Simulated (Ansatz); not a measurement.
# CH6N2O2Si: a ladder of functionals and wavefunction methods

The task here is to estimate one member of a computed series from the others.

Computed with Ansatz 0.2.0, Gaussian basis. Level: functionals in def2-TZVPP, the program's frozen cores in correlated methods.

Plan: PBE-D4, r2SCAN-D4, PBE0-D4, B3LYP-D4, ωB97X-V, ωB97M-V, B2PLYP; CCSD(T)/def2-TZVPP; MP2/def2-QZVPP; extrapolation to the limit.

### Structure used throughout

The geometry comes from an earlier relaxation with PBE0-D4 in a triple-zeta def2 set; it is a stationary point, not always the lowest conformer.

12 atoms, charge 0, spin multiplicity 1.

Atoms are counted from 1 here; the program's logs count them from 0.

Bond lengths: N1–Si2 1.984 Å, N1–H7 1.013 Å, N1–H8 1.014 Å, N1–H11 1.038 Å, Si2–N3 1.831 Å, Si2–H9 1.525 Å, N3–C4 1.339 Å, N3–H10 1.008 Å, C4–O5 1.227 Å, C4–O6 1.349 Å, O6–H12 0.965 Å. Angles: Si2–N1–H7 113.7°, Si2–N1–H8 110.7°, Si2–N1–H11 103.9°, H7–N1–H8 108.6°, H7–N1–H11 110.2°, H8–N1–H11 109.7°, N1–Si2–N3 91.1°, N1–Si2–H9 86.6°, N3–Si2–H9 96.5°, Si2–N3–C4 128.7°, Si2–N3–H10 117.7°, C4–N3–H10 113.5°, N3–C4–O5 125.7°, N3–C4–O6 113.6°, O5–C4–O6 120.7°, C4–O6–H12 106.0°.

Set-up of the first run:

The input, in.yaml:

```yaml
crystal:
  periodic: [false, false, false]
  atoms:
    - {symbol: N, position_ang: [-1.151436, -1.372871, 0.139210]}
    - {symbol: Si, position_ang: [0.115531, -0.890595, 1.588071]}
    - {symbol: N, position_ang: [1.086798, 0.153507, 0.439347]}
    - {symbol: C, position_ang: [0.646949, 0.966390, -0.529590]}
    - {symbol: O, position_ang: [-0.509108, 1.038215, -0.933827]}
    - {symbol: O, position_ang: [1.617830, 1.720947, -1.084130]}
    - {symbol: H, position_ang: [-0.843626, -2.155226, -0.426604]}
    - {symbol: H, position_ang: [-2.066125, -1.588845, 0.519572]}
    - {symbol: H, position_ang: [-0.890935, 0.183457, 1.988153]}
    - {symbol: H, position_ang: [2.088355, 0.169556, 0.554696]}
    - {symbol: H, position_ang: [-1.207360, -0.512707, -0.439806]}
    - {symbol: H, position_ang: [1.190128, 2.232972, -1.781292]}
basis:
  gaussian: {orbitals: def2-TZVPP}
hamiltonian: {xc: pbe, dispersion: d4}
output: {forces: true, orbitals: {seedname: orbitals}}
```

Started as:

```bash
> ansatz run in.yaml --threads 4 --pin off --events-out ev --progress --plain --max-ram 10444MiB
```

Steps of the session up to this table: PBE-D4 (GGA); r2SCAN-D4 (meta-GGA); PBE0-D4 (hybrid); B3LYP-D4 (hybrid); ωB97X-V (range-separated); ωB97M-V (range-separated); B2PLYP (double hybrid); CCSD(T) in def2-TZVPP; MP2 in def2-QZVPP.

One table of the session follows, with a row left open; its other results are not shown here.

```
            method  atomisation energy (kcal/mol)
            PBE-D4                         1116.3
         r2SCAN-D4                         1078.7
           PBE0-D4                         1080.1
          B3LYP-D4                         1082.7
           ωB97X-V                         1085.2
           ωB97M-V                         1087.5
            B2PLYP                              ?
     HF/def2-TZVPP                          706.4
    MP2/def2-TZVPP                         1067.5
   CCSD/def2-TZVPP                         1020.6
CCSD(T)/def2-TZVPP                         1042.7
           MP2/CBS                         1103.6
       CCSD(T)/CBS                         1078.8
```

**Question.** Estimate the row for B2PLYP.

The run gave: atomisation energy (kcal/mol): 1067.4. In the column «atomisation energy (kcal/mol)» it lies between CCSD(T)/def2-TZVPP (1042.7) and MP2/def2-TZVPP (1067.5).

To keep in mind: Free atoms (2 N, 1 Si, 1 C, 2 O, 6 H) were run apart at each level; the atomisation energy is their sum less the molecule, without zero-point or spin-orbit terms.
